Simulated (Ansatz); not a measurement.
# CH6NSSb: the cost of one run

Computed with the Python package of Ansatz 0.2.0. Level of theory: B3LYP/def2-SVP.

### 1 The system

Bond lengths: N1–C2 1.440 Å, C2–S3 1.836 Å, S3–Sb4 2.542 Å, N1–H5 1.101 Å, N1–H6 0.979 Å, C2–H7 1.140 Å, C2–H8 1.124 Å, Sb4–H9 1.716 Å, Sb4–H10 1.799 Å. Angles: N1–C2–S3 109.9°, N1–C2–H7 108.3°, N1–C2–H8 113.1°, S3–C2–H7 112.1°, S3–C2–H8 108.4°, H7–C2–H8 105.0°, C2–N1–H5 105.6°, C2–N1–H6 113.3°, H5–N1–H6 107.4°, C2–S3–Sb4 94.8°, S3–Sb4–H9 92.6°, S3–Sb4–H10 92.3°, H9–Sb4–H10 92.0°.

The script reads ch6nssb.xyz:

```xyz
10

N    -1.19290    0.60700    0.82300
C    -0.27180    0.84050   -0.25930
S    -0.44150   -0.48220   -1.52090
Sb    1.41140   -1.93260   -0.55970
H    -2.19570    0.64260    0.37050
H    -1.08950   -0.27380    1.23670
H     0.78230    0.88930    0.17110
H    -0.42700    1.83280   -0.76360
H     2.55240   -0.65320   -0.62610
H     0.95550   -1.52160    1.13140
```

### 2 The code

run_scan.py

```python
'''Potential curve of CH6NSSb along one bond.'''

import ansatz as az
import matplotlib.pyplot as plt
import numpy as np

params = {
    'basis': 'def2-SVP',
    'functional': 'b3lyp',
}


def main() -> None:
    system = az.Crystal.molecule_from_extxyz('ch6nssb.xyz')

    symbols = [site.symbol for site in system.cartesian_sites]
    start = np.array([site.position_ang for site in system.cartesian_sites])
    axis = (start[0] - start[1]) / np.linalg.norm(start[0] - start[1])
    moving = [0, 4, 5]
    lengths, energies = [1.22, 1.33, 1.44, 1.58, 1.8, 2.16, 2.59, 3.17], []
    for length in lengths:
        xyz = start.copy()
        xyz[moving] += (length - np.linalg.norm(start[0] - start[1])) * axis
        point = az.Crystal.molecule()
        for symbol, place in zip(symbols, xyz):
            point = point.atom(symbol, place.tolist())
        model = (
            point.calculation()
            .basis(gaussian=params['basis'])
            .functional(params['functional'])
        )
        r = model.run(threads=1, backend='cpu').report
        energies.append(r['free_energy_ev'])
        print(f'r = {length:6.3f} A  E = {energies[-1]:.5f} eV  <S^2> = {abs(r["mean_field"]["state"]["spin_squared"]):.3f}')

    print('energy above the lowest point (eV):', [round(e - min(energies), 3) for e in energies])
    plt.figure(figsize=(4.5, 3))
    plt.plot(lengths, np.array(energies) - min(energies), 'o-')
    plt.xlabel('bond length (A)')
    plt.ylabel('E - E(min) (eV)')
    plt.tight_layout()
    plt.savefig('scan.png', dpi=100)


if __name__ == '__main__':
    main()
```

### 3 The input behind the calls

The engine receives this input (first run):

```yaml
crystal:
  periodic: [false, false, false]
  atoms:
    - { symbol: "N", position_ang: [-1.0520408010949116, 0.6427079827861667, 0.6574892943491724] }
    - { symbol: C, position_ang: [-0.2718, 0.8405, -0.2593] }
    - { symbol: S, position_ang: [-0.4415, -0.4822, -1.5209] }
    - { symbol: Sb, position_ang: [1.4114, -1.9326, -0.5597] }
    - { symbol: H, position_ang: [-2.0548408010949113, 0.6783079827861667, 0.20498929434917235] }
    - { symbol: H, position_ang: [-0.9486408010949113, -0.23809201721383325, 1.0711892943491723] }
    - { symbol: H, position_ang: [0.7823, 0.8893, 0.1711] }
    - { symbol: H, position_ang: [-0.427, 1.8328, -0.7636] }
    - { symbol: H, position_ang: [2.5524, -0.6532, -0.6261] }
    - { symbol: H, position_ang: [0.9555, -1.5216, 1.1314] }
basis:
  gaussian:
    orbitals: def2-SVP
hamiltonian:
  xc: b3lyp
```

### 4 The run

Started as:

```
python run_scan.py
```

Q: Estimate wall time and peak memory on 1 thread of Arm Neoverse V2, shared host.

About 37 s, with a peak of 0.33 GiB.
